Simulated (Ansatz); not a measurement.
# CHClOSi (SMILES O[Si]#CCl): functionals against CCSD(T) at one geometry

Aim: energy, forces and dipole at a structure displaced at random from a GFN2-xTB minimum, from CCSD(T) and from density functionals.

Computed with Ansatz 0.2.0, Gaussian basis. Level: single points in def2-TZVPP.

Correlated methods freeze the cores.

**1. The starting structure**

SMILES `O[Si]#CCl`, 5 atoms, charge 0, spin multiplicity 1.

Atoms are counted from 1 here; the program's logs count them from 0.

Bond lengths: O1–Si2 1.622 Å, O1–H5 0.925 Å, Si2–C3 1.766 Å, C3–Cl4 1.820 Å. Angles: Si2–O1–H5 133.2°, O1–Si2–C3 160.0°, Si2–C3–Cl4 124.0°.

As a file:

```mol
CHClOSi
  3D, bonds by distance, orders not assigned

  5  4  0  0  0  0  0  0  0  0999 V2000
   -0.5546    1.7338    0.0955 O   0  0
   -0.1307    0.1680    0.0948 Si  0  0
    0.8839   -1.2769    0.1472 C   0  0
    0.2324   -2.9737    0.2411 Cl  0  0
   -0.4812    2.4107   -0.5310 H   0  0
  1  2  8  0
  1  5  8  0
  2  3  8  0
  3  4  8  0
M  END
```

**2. CCSD(T)/def2-TZVPP**

The input, run/in.yaml:

```yaml
crystal:
  periodic: [false, false, false]
  atoms:
    - {symbol: O, position_ang: [-0.554600, 1.733800, 0.095500]}
    - {symbol: Si, position_ang: [-0.130700, 0.168000, 0.094800]}
    - {symbol: C, position_ang: [0.883900, -1.276900, 0.147200]}
    - {symbol: Cl, position_ang: [0.232400, -2.973700, 0.241100]}
    - {symbol: H, position_ang: [-0.481200, 2.410700, -0.531000]}
basis:
  gaussian: {orbitals: def2-TZVPP}
correlation: {method: ccsd_t}
output: {forces: true}
```

No record of the launch command was kept for these runs.

**3. PBE0-D4/def2-TZVPP**

Edit run/in.yaml of step 2 so:

```diff
@@ -10,3 +10,3 @@
   gaussian: {orbitals: def2-TZVPP}
-correlation: {method: ccsd_t}
-output: {forces: true}
+hamiltonian: {xc: pbe0, dispersion: d4}
+output: {forces: true, orbitals: {seedname: orbitals}}
```

**4. wB97M-V/def2-TZVPP**

Edit run/in.yaml of step 3 so:

```diff
@@ -10,3 +10,3 @@
   gaussian: {orbitals: def2-TZVPP}
-hamiltonian: {xc: pbe0, dispersion: d4}
-output: {forces: true, orbitals: {seedname: orbitals}}
+hamiltonian: {xc: {name: wB97M-V}}
+output: {forces: true}
```

**5. r2SCAN-D4/def2-TZVPP**

Edit run/in.yaml of step 4 so:

```diff
@@ -10,3 +10,3 @@
   gaussian: {orbitals: def2-TZVPP}
-hamiltonian: {xc: {name: wB97M-V}}
+hamiltonian: {xc: r2scan, dispersion: d4}
 output: {forces: true}
```

**6. PBE-D4/def2-TZVPP**

Edit run/in.yaml of step 5 so:

```diff
@@ -10,3 +10,3 @@
   gaussian: {orbitals: def2-TZVPP}
-hamiltonian: {xc: r2scan, dispersion: d4}
+hamiltonian: {xc: pbe, dispersion: d4}
 output: {forces: true}
```

**7. wB97X-V/def2-TZVPP**

Edit run/in.yaml of step 6 so:

```diff
@@ -10,3 +10,3 @@
   gaussian: {orbitals: def2-TZVPP}
-hamiltonian: {xc: pbe, dispersion: d4}
+hamiltonian: {xc: {name: wB97X-V}}
 output: {forces: true}
```

**8. LC-wPBE/def2-TZVPP**

Edit run/in.yaml of step 7 so:

```diff
@@ -10,3 +10,3 @@
   gaussian: {orbitals: def2-TZVPP}
-hamiltonian: {xc: {name: wB97X-V}}
+hamiltonian: {xc: {name: LC-wPBE}}
 output: {forces: true}
```

(Steps that only read results are left out.)

Q: Predict the outcome of this session. Wanted: energy less free atoms, CCSD(T)/def2-TZVPP; RMS force component; RMS force error; HOMO and LUMO, PBE0-D4; T1 diagnostic.

**Answer**, as computed:

| quantity | value |
| --- | --- |
| energy less free atoms, CCSD(T)/def2-TZVPP | -1486.9 kJ/mol |
| RMS force component | 0.999 to 1.253 eV/Å over the methods |
| RMS force error | PBE0-D4 0.210, wB97M-V 0.201, r2SCAN-D4 0.136, PBE-D4 0.217, wB97X-V 0.275, LC-wPBE 0.467 eV/Å |
| HOMO and LUMO, PBE0-D4 | -6.12 and -2.89 eV |
| T1 diagnostic | 0.022 |

In words: Against CCSD(T) the functionals' energies less atoms differ by -156.2 to +25.7 kJ/mol, PBE-D4 by -156.2 kJ/mol. A larger basis would deepen the CCSD(T) value, while the functionals are nearly converged already, so the order here is not reliable. The forces of r2SCAN-D4 come nearest to CCSD(T), those of LC-wPBE are farthest. Frozen-core CCSD(T) forces in triple zeta carry basis errors of their own, and this is one geometry, so small gaps rank nothing. The restricted Hartree–Fock reference is unstable towards an unrestricted one at one or more of these structures.
